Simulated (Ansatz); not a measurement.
# AlRu: the crystal squeezed far

One table from this session's results is given with a row withheld; the runs are named, their logs left out.

Method: DFT, PBEsol, PAW with Ansatz's default frozen-core files, scalar-relativistic, in Ansatz 0.2.0.

## The structure to begin with

It takes space group Fm-3m (No. 225, cubic). The conventional cell has a = 5.072 Å, b = 5.072 Å, c = 5.072 Å, α = 90.00°, β = 90.00°, γ = 90.00°. Ru (site symmetry m-3m) has 6 Al at 2.54 Å as nearest neighbours. Around Al (site symmetry m-3m) lie 6 Ru at 2.54 Å.

As a file:

```xyz
2
Lattice="0.0000 2.5359 2.5359 2.5359 0.0000 2.5359 2.5359 2.5359 0.0000" Properties=species:S:1:pos:R:3 pbc="T T T"
Ru    0.0000    0.0000    0.0000
Al    2.5359    2.5359    2.5359
```

Whether this phase is the stable one at these pressures isn't tested.

Atoms are numbered in the order of the input: Ru1, Al2.

The first run:

Input file input.yaml:

```yaml
crystal:
  lattice:
    - [0.0, 2.5359338295, 2.5359338295]
    - [2.5359338295, 0.0, 2.5359338295]
    - [2.5359338295, 2.5359338295, 0.0]
  atoms:
    - { symbol: Ru, position: [0.0, 0.0, 0.0] }
    - { symbol: Al, position: [0.5, 0.5, 0.5] }
kpoints:
  mp_grid: { grid: [14, 14, 14] }
scf:
  occupations: { method: fermi_dirac, width: 0.05 }
hamiltonian:
  xc: pbesol
  pseudopotentials: { kind: paw }
output:
  forces: true
  stress: true
relax:
  f_tol: 0.005
  max_steps: 40
  cell: {}
```

Launch:

```bash
$ ansatz run input.yaml --threads 1 --pin off --max-ram 2048MiB --backend cpu --events-out ev --progress --plain --runs-dir out
```

Steps of the session up to this table: Cell relaxed at zero pressure, PAW; Volume scaled by 1, PAW; Volume scaled by 0.94, PAW; Volume scaled by 0.88, PAW; Volume scaled by 0.8, PAW; Volume scaled by 0.72, PAW; Volume scaled by 0.72, PAW (cutoff 300 eV); Volume scaled by 0.64, PAW; Volume scaled by 0.55, PAW; Volume scaled by 0.55, PAW (cutoff 600 eV).

One of the session's tables, all rows but one given; the rest of the session is left out.

| method | volume over the first | volume (Å³/atom) | pressure (GPa) |
| --- | --- | --- | --- |
| PAW | 1 | 14.982 | 0.00 |
| PAW | 0.94 | 14.084 | 11.02 |
| PAW | 0.88 | 13.185 | 26.17 |
| PAW | 0.8 | ? | ? |
| PAW | 0.72 | 10.787 | 102.21 |
| PAW | 0.64 | 9.589 | 176.83 |
| PAW | 0.55 | 8.240 | 321.88 |
| PAW (cutoff 300 eV) | 0.72 | 10.787 | 101.67 |
| PAW (cutoff 600 eV) | 0.55 | 8.240 | 321.78 |

Estimate the missing values for PAW, 0.8.

The run gave: volume (Å³/atom): 11.986; pressure (GPa): 55.79. In the column «volume (Å³/atom)» it lies between PAW (cutoff 300 eV), 0.72 (10.787) and PAW, 0.88 (13.185).

Caveats from the session: Warnings in the runs' records: cutoff below recommended.
